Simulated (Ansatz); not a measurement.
# BeS2: the cost of one run

Program: Ansatz 0.2.0. Level of theory: DFT PBE, scalar-relativistic, plane waves, PAW, unless a step names another level. These are calculated values, not measurements.

4 further runs of the same task are left out: 4 set aside as unsound or not needed.

## (1) Plan

Pauling electronegativities: Be 1.57, S 2.58 (spread 1.01). No set of common oxidation states balances it. Tabulated atomic sizes suggest about 17 Å³/atom. 26 candidates were drawn, by swapping species into database cells of other compounds, at random by space group and Wyckoff sites, or by hand, as the table says:

```csv
name,made from,space group no.,Wyckoff sites,atoms (primitive cell),V (Å³/atom)
c01,random,109,"Be 4a; S 4a, 4a",6,20.2
c02,random,38,Be 2b; S 4e,3,17.9
c03,random,127,Be 2d; S 4h,6,18.0
c04,built by hand: penta-layer disulfide (penta-graphene topology),113,Be 2a; S 4e,6,17.3
c05,random,97,Be 4e; S 8j,6,20.6
c06,built by hand: pyrite FeS2,205,Be 4a; S 8c,12,17.3
c07,database cell of MgPb2,187,"Be 2i; S 2g, 1e, 1b",6,19.2
c08,random,123,Be 1b; S 2e,3,17.7
c09,built by hand: PdS2,61,Be 4a; S 8c,12,17.3
c10,random,216,"Be 4b; S 4a, 4c",3,22.0
c11,built by hand: SiS2,72,Be 4a; S 8j,6,17.3
c12,built by hand: marcasite FeS2,58,Be 2a; S 4g,6,17.3
c13,random,156,"Be 1a; S 1a, 1b",3,20.3
c14,database cell of CaH2,63,"Be 4c; S 4c, 4b",6,15.4
c15,random,183,Be 1a; S 2b,3,19.9
c16,database cell of DyC2,139,Be 2a; S 4e,3,14.7
c17,random,59,Be 2a; S 4e,6,19.8
c18,random,22,Be 4a; S 8i,3,17.5
c19,random,99,Be 1a; S 2c,3,20.4
c20,random,187,Be 1b; S 2h,3,19.4
c21,random,107,Be 2a; S 4b,3,20.6
c22,database cell of BeBr2,72,Be 4a; S 8j,6,20.2
c23,database cell of CeH2,225,Be 4a; S 8c,3,16.4
c24,database cell of NbS2,5,Be 2a; S 4c,3,24.2
c25,database cell of TiBr2,164,Be 1a; S 2d,3,18.4
c26,database cell of VS2,194,Be 2c; S 4f,6,16.5
```

## (2) Screening run of c04

The input, input.yaml:

```yaml
crystal:
  lattice:
    - [4.57, 0.0, 0.0]
    - [0.0, 4.57, 0.0]
    - [0.0, 0.0, 4.97]
  atoms:
    - { symbol: Be, position: [0.0, 0.0, 0.0] }
    - { symbol: Be, position: [0.5, 0.5, 0.0] }
    - { symbol: S, position: [0.839, 0.339, 0.243] }
    - { symbol: S, position: [0.161, 0.661, 0.243] }
    - { symbol: S, position: [0.339, 0.161, 0.757] }
    - { symbol: S, position: [0.661, 0.839, 0.757] }
basis:
  ecutwfc: 420
kpoints:
  mp_grid: { grid: [4, 4, 3] }
hamiltonian:
  xc: pbe
scf:
  occupations: { method: gaussian, width: 0.2 }
  lower_state_search: "off"
output:
  forces: true
  stress: true
  eigenvalues: true
relax:
  adjacent_minimum: "off"
  f_tol: 0.08
  max_steps: 16
  cell: { stress_tol: 0.8 }
```

The run is started by

```sh
$ ansatz run input.yaml --threads 1 --pin off --max-ram 2560MiB --backend cpu --events-out ev --progress --plain --runs-dir out
```

What time and memory should one allow on 1 thread of Intel Xeon at 2.70GHz, shared host?

About 13 s, with a peak of 0.35 GiB.
